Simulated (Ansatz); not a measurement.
# C2H2FOSi+: functionals against CCSD(T) at one geometry

A test off equilibrium: a frame of a short trajectory is computed at several levels, and each is set against CCSD(T).

Computed with Ansatz 0.2.0, Gaussian basis. Level: single points in def2-TZVPP.

Correlated methods freeze the cores.

## 1. Starting geometry

SMILES `O[CH+]C#[Si]F`, 7 atoms, charge 1, spin multiplicity 1.

Atoms are counted from 1 here; the program's logs count them from 0.

Bond lengths: O1–C2 1.330 Å, O1–H6 0.967 Å, C2–C3 1.374 Å, C2–H7 1.139 Å, C3–Si4 1.652 Å, Si4–F5 1.615 Å. Angles: C2–O1–H6 111.4°, O1–C2–C3 124.3°, O1–C2–H7 114.6°, C3–C2–H7 121.0°, C2–C3–Si4 138.1°, C3–Si4–F5 159.0°.

As a file:

| atom | x (Å) | y (Å) | z (Å) |
| --- | --- | --- | --- |
| O1 | -0.15038 | 0.11050 | 1.56400 |
| C2 | 0.34814 | -0.62321 | 0.57351 |
| C3 | 0.21982 | -0.31535 | -0.75938 |
| Si4 | -0.45157 | 0.87571 | -1.68624 |
| F5 | -0.99157 | 1.63635 | -3.00421 |
| H6 | 0.23580 | -0.13645 | 2.41577 |
| H7 | 0.96464 | -1.51926 | 0.91195 |

## 2. PBE-D4/def2-TZVPP

File run/in.yaml:

```yaml
crystal:
  periodic: [false, false, false]
  atoms:
    - {symbol: O, position_ang: [-0.150377, 0.110504, 1.563998]}
    - {symbol: C, position_ang: [0.348137, -0.623207, 0.573510]}
    - {symbol: C, position_ang: [0.219821, -0.315349, -0.759384]}
    - {symbol: Si, position_ang: [-0.451568, 0.875714, -1.686239]}
    - {symbol: F, position_ang: [-0.991569, 1.636349, -3.004214]}
    - {symbol: H, position_ang: [0.235799, -0.136445, 2.415769]}
    - {symbol: H, position_ang: [0.964643, -1.519255, 0.911949]}
basis:
  gaussian: {orbitals: def2-TZVPP}
total_charge: 1
hamiltonian: {xc: pbe, dispersion: d4}
output: {forces: true}
```

Command:

```
$ ansatz run in.yaml --threads 4 --pin off --events-out ev --progress --plain --max-ram 6963MiB
```

## 3. r2SCAN-D4/def2-TZVPP

Changes to run/in.yaml since step 2:

```diff
@@ -13,3 +13,3 @@
 total_charge: 1
-hamiltonian: {xc: pbe, dispersion: d4}
+hamiltonian: {xc: r2scan, dispersion: d4}
 output: {forces: true}
```

## 4. PBE0-D4/def2-TZVPP

Changes to run/in.yaml since step 3:

```diff
@@ -13,3 +13,3 @@
 total_charge: 1
-hamiltonian: {xc: r2scan, dispersion: d4}
-output: {forces: true}
+hamiltonian: {xc: pbe0, dispersion: d4}
+output: {forces: true, orbitals: {seedname: orbitals}}
```

## 5. wB97M-V/def2-TZVPP

Changes to run/in.yaml since step 4:

```diff
@@ -13,3 +13,3 @@
 total_charge: 1
-hamiltonian: {xc: pbe0, dispersion: d4}
-output: {forces: true, orbitals: {seedname: orbitals}}
+hamiltonian: {xc: {name: wB97M-V}}
+output: {forces: true}
```

## 6. CCSD(T)/def2-TZVPP

Changes to run/in.yaml since step 5:

```diff
@@ -13,3 +13,3 @@
 total_charge: 1
-hamiltonian: {xc: {name: wB97M-V}}
+correlation: {method: ccsd_t}
 output: {forces: true}
```

(Steps that only read results are left out.)

Q: Predict the outcome of this session. Wanted: energy less free atoms, CCSD(T)/def2-TZVPP; RMS force component; RMS force error; HOMO and LUMO, PBE0-D4; T1 diagnostic.

**Answer**, as computed:

| quantity | value |
| --- | --- |
| energy less free atoms, CCSD(T)/def2-TZVPP | -1903.0 kJ/mol |
| RMS force component | 0.881 to 1.103 eV/Å over the methods |
| RMS force error | PBE-D4 0.326, r2SCAN-D4 0.208, PBE0-D4 0.261, wB97M-V 0.267 eV/Å |
| HOMO and LUMO, PBE0-D4 | -13.31 and -9.09 eV |
| T1 diagnostic | 0.021 |

**Reading.** Against CCSD(T) the functionals' energies less atoms differ by -238.0 to -92.7 kJ/mol, PBE-D4 by -238.0 kJ/mol. The reference is not at the basis limit: in triple zeta CCSD(T) underbinds, which counts against methods that bind more; the gaps are no ranking. The forces of r2SCAN-D4 come nearest to CCSD(T), those of PBE-D4 are farthest. Frozen-core CCSD(T) forces in triple zeta carry basis errors of their own, and this is one geometry, so small gaps rank nothing. The restricted Hartree–Fock reference is unstable towards an unrestricted one at one or more of these structures.
